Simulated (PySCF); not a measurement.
# C5H13N2PSi: the cost of one run

Programs: PySCF 2.14.0. All values are calculated, for the isolated system unless a continuum is named. Atoms count from 0, parts from 1.

## 1. The system as given

22 atoms, charge 0, multiplicity 1; geometry: GFN1-xTB, MD frame. Parts: 1 = atoms 0–19, `C[Si]1(P)CCCC1`, charge 0; 2 = atoms 20–21, `N#N`, charge 0.

## 2. X-ray photoelectron lines: SCAN, X2C

Job settings and geometry (Å):

```
{"job": {"kind": "xps", "holes": 2}, "charge": 0, "multiplicity": 1, "parts": [{"atoms": "0-19", "charge": 0, "multiplicity": 1}, {"atoms": "20-21", "charge": 0, "multiplicity": 1}]}
C      1.321526     0.030224    -2.442655
Si    -0.146341     0.272302    -1.235786
P     -1.022600     2.149878    -2.219411
C      0.336456     0.007205     0.588748
C     -0.891741    -0.706070     1.237275
C     -1.931186    -1.243662     0.181010
C     -1.365856    -1.333662    -1.262276
H      1.564589    -0.992728    -2.706985
H      1.319048     0.628743    -3.357223
H      2.316677     0.310958    -2.015083
H     -2.286282     2.054622    -1.569661
H     -0.488594     3.060273    -1.383075
H      0.519628     0.929645     1.116713
H      1.236874    -0.558688     0.668469
H     -0.477269    -1.540221     1.747699
H     -1.445413     0.024072     1.847948
H     -2.297391    -2.246644     0.548898
H     -2.748255    -0.543135     0.145777
H     -1.035835    -2.365328    -1.352944
H     -2.188544    -1.277737    -1.963746
N      1.244857     4.114977     1.902786
N      0.706840     4.157965     0.963161
```

Level: delta-SCF UKS SCAN, pcX-2 on the ionised atom, pcseg-1 elsewhere, spin-free X2C.

Launch:

```sh
$ OMP_NUM_THREADS=1 python cluster_run.py task.json out
```

The driver reads the jobs from task.json and runs them one after another.

**Question.** How long does this first job take on 1 thread of Arm Neoverse V2, shared host, and how much memory does it need?

About 88 s, with a peak of 0.6 GiB.
